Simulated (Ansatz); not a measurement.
# CH6BNOSSi: up Jacob's ladder to CCSD(T)

An exercise on one series of results from a longer session: the logs are not shown, and one member is left open.

Method: functionals in def2-TZVPP, the program's frozen cores in correlated methods; program: Ansatz 0.2.0, Gaussian basis.

Plan: PBE-D4, r2SCAN-D4, PBE0-D4, B3LYP-D4, ωB97X-V, ωB97M-V, B2PLYP; CCSD(T)/def2-TZVPP; MP2/def2-QZVPP; extrapolation to the limit.

## Structure used throughout

The geometry comes from an earlier relaxation with PBE0-D4 in a triple-zeta def2 set; it is a stationary point, not always the lowest conformer.

12 atoms, charge 0, spin multiplicity 1.

Atoms are counted from 1 here; the program's logs count them from 0.

Bond lengths: C1–S2 1.813 Å, C1–H7 1.089 Å, C1–H8 1.089 Å, C1–H9 1.089 Å, S2–B3 1.773 Å, B3–O4 1.362 Å, B3–Si5 1.886 Å, O4–Si5 1.733 Å, Si5–N6 1.693 Å, Si5–H10 1.478 Å, N6–H11 1.006 Å, N6–H12 1.006 Å. Angles: S2–C1–H7 109.1°, S2–C1–H8 109.6°, S2–C1–H9 109.2°, H7–C1–H8 109.9°, H7–C1–H9 109.4°, H8–C1–H9 109.8°, C1–S2–B3 101.5°, S2–B3–O4 131.3°, S2–B3–Si5 166.5°, O4–B3–Si5 62.1°, B3–O4–Si5 74.0°, B3–Si5–O4 44.0°, B3–Si5–N6 126.9°, B3–Si5–H10 126.2°, O4–Si5–N6 119.4°, O4–Si5–H10 110.4°, N6–Si5–H10 106.9°, Si5–N6–H11 122.3° and more.

As a file:

| atom | x (Å) | y (Å) | z (Å) |
| --- | --- | --- | --- |
| C1 | -0.8451 | -1.0573 | 2.2668 |
| S2 | 0.9232 | -0.8669 | 1.9138 |
| B3 | 0.8841 | 0.1141 | 0.4370 |
| O4 | 1.8865 | 0.6126 | -0.3388 |
| Si5 | 0.4068 | 1.0737 | -1.1144 |
| N6 | 0.0263 | 0.4264 | -2.6318 |
| H7 | -1.0892 | -2.1185 | 2.2984 |
| H8 | -1.4269 | -0.5668 | 1.4884 |
| H9 | -1.0673 | -0.6059 | 3.2330 |
| H10 | 0.3294 | 2.5442 | -1.2424 |
| H11 | 0.1432 | 0.9482 | -3.4842 |
| H12 | -0.0941 | -0.5590 | -2.7921 |

The first run:

in.yaml reads:

```yaml
crystal:
  periodic: [false, false, false]
  atoms:
    - {symbol: C, position_ang: [-0.845078, -1.057328, 2.266846]}
    - {symbol: S, position_ang: [0.923182, -0.866926, 1.913829]}
    - {symbol: B, position_ang: [0.884092, 0.114128, 0.436989]}
    - {symbol: O, position_ang: [1.886549, 0.612605, -0.338759]}
    - {symbol: Si, position_ang: [0.406820, 1.073676, -1.114416]}
    - {symbol: N, position_ang: [0.026329, 0.426362, -2.631793]}
    - {symbol: H, position_ang: [-1.089166, -2.118513, 2.298388]}
    - {symbol: H, position_ang: [-1.426931, -0.566776, 1.488430]}
    - {symbol: H, position_ang: [-1.067251, -0.605895, 3.232984]}
    - {symbol: H, position_ang: [0.329383, 2.544176, -1.242360]}
    - {symbol: H, position_ang: [0.143171, 0.948151, -3.484185]}
    - {symbol: H, position_ang: [-0.094101, -0.558963, -2.792055]}
basis:
  gaussian: {orbitals: def2-TZVPP}
hamiltonian: {xc: pbe, dispersion: d4}
output: {forces: true, orbitals: {seedname: orbitals}}
```

Started as:

```console
$ ansatz run in.yaml --threads 4 --pin off --events-out ev --progress --plain --max-ram 10444MiB
```

Among the steps run: PBE-D4 (GGA); r2SCAN-D4 (meta-GGA); PBE0-D4 (hybrid); B3LYP-D4 (hybrid); ωB97X-V (range-separated); ωB97M-V (range-separated); B2PLYP (double hybrid); CCSD(T) in def2-TZVPP; MP2 in def2-QZVPP.

One table of the session follows, with a row left open; its other results are not shown here.

```
            method  atomisation energy (eV)
            PBE-D4                   48.165
         r2SCAN-D4                   47.265
           PBE0-D4                   47.135
          B3LYP-D4                   46.978
           ωB97X-V                   47.243
           ωB97M-V                   47.291
            B2PLYP                   46.465
     HF/def2-TZVPP                        ?
    MP2/def2-TZVPP                   46.559
   CCSD/def2-TZVPP                   44.633
CCSD(T)/def2-TZVPP                   45.488
           MP2/CBS                   47.980
       CCSD(T)/CBS                   46.909
```

Q: Estimate the row for HF/def2-TZVPP from the others.

As computed: atomisation energy (eV): 33.231. In the column «atomisation energy (eV)» it is the lowest.

Caveats from the session: Free atoms (1 C, 1 S, 1 B, 1 O, 1 Si, 1 N, 6 H) were run apart at each level; the atomisation energy is their sum less the molecule, without zero-point or spin-orbit terms.
